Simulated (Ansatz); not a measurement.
# Hf3Au: the cost of one run

Computed with Ansatz 0.2.0, driven from Python. Level of theory: DFT r2SCAN, plane waves, PAW.

## 1. The system

The structure is cubic, space group Pm-3m (No. 221). Conventional cell: a = 4.351 Å, b = 4.351 Å, c = 4.351 Å, α = 90.00°, β = 90.00°, γ = 90.00°. Hf (site symmetry 4/mmm) is surrounded by 8 Hf at 3.08 Å and 4 Au at 3.08 Å. Around Au (site symmetry m-3m) lie 12 Hf at 3.08 Å.

hf3au.extxyz, read by the script:

```xyz
4
Lattice="4.350654 0.0 0.0 0.0 4.350654 0.0 0.0 0.0 4.350654" Properties=species:S:1:pos:R:3 pbc="T T T"
Hf    2.17532700    0.00000000    0.00000000
Hf    0.00000000    2.17532700    0.00000000
Hf    0.00000000    0.00000000    2.17532700
Au    2.17532700    2.17532700    2.17532700
```

## 2. Script

hf3au.py reads:

```python
"""Frozen displacement of one atom in Hf3Au."""

import logging
import sys

import ansatz
import numpy as np

logging.basicConfig(stream=sys.stdout, format="%(levelname)s %(message)s")
log = logging.getLogger("run")
log.setLevel(logging.INFO)

hf3au = ansatz.Crystal.from_extxyz("hf3au.extxyz")

inverse = np.linalg.inv(np.array(hf3au.lattice.vectors))
home = np.array(hf3au.sites[2].position)
values = np.linspace(-0.2, 0.2, 5)
energies, pulls = [], []
for shift in values:
    moved = hf3au.move(2, to=home + shift * inverse[2])
    calc = (
        moved.calculation()
        .kpoints(6, 6, 6)
        .functional("r2scan")
        .occupations(ansatz.OccupationsMethod.COLD, width=0.15)
        .scf(tolerance=1e-10)
        .basis(39 * ansatz.Ry)
        .forces()
    )
    rep = calc.run(threads=1).report
    energies.append(rep["free_energy_ev"])
    pulls.append(rep["forces_ev_ang"][2][2])

# the force is minus the slope of the free energy
log.info("shift (A)   dE (eV)   force along z (eV/A)")
for shift, e, f in zip(values, energies, pulls):
    log.info(f"{shift:8.3f} {e - energies[2]:10.5f} {f:12.4f}")
log.info(f"stiffness from energies {2 * np.polyfit(values, energies, 2)[0]:.3f}, from forces {-np.polyfit(values, pulls, 1)[0]:.3f} eV/A^2")
```

## 3. The calls as engine input

The package turns the script's settings into the engine's input (first run):

```yaml
crystal:
  lattice:
    - [4.350654, 0.0, 0.0]
    - [0.0, 4.350654, 0.0]
    - [0.0, 0.0, 4.350654]
  atoms:
    - { symbol: Hf, position: [0.5, 0.0, 0.0] }
    - { symbol: Hf, position: [0.0, 0.5, 0.0] }
    - { symbol: Hf, position: [0.0, 0.0, 0.4540298998725249] }
    - { symbol: Au, position: [0.5, 0.5, 0.5] }
basis:
  ecutwfc: 530.622031796766
kpoints:
  mp_grid:
    grid: [6, 6, 6]
hamiltonian:
  xc: r2scan
scf:
  convergence:
    dr2_threshold: 1.0e-10
  occupations:
    method: cold
    width: 0.15
output:
  forces: true
```

## 4. The run

On the command line:

```sh
python hf3au.py
```

Q: Estimate wall time and peak memory on 1 thread of Arm Neoverse V2, shared host.

About 4.8 min, with a peak of 0.71 GiB.
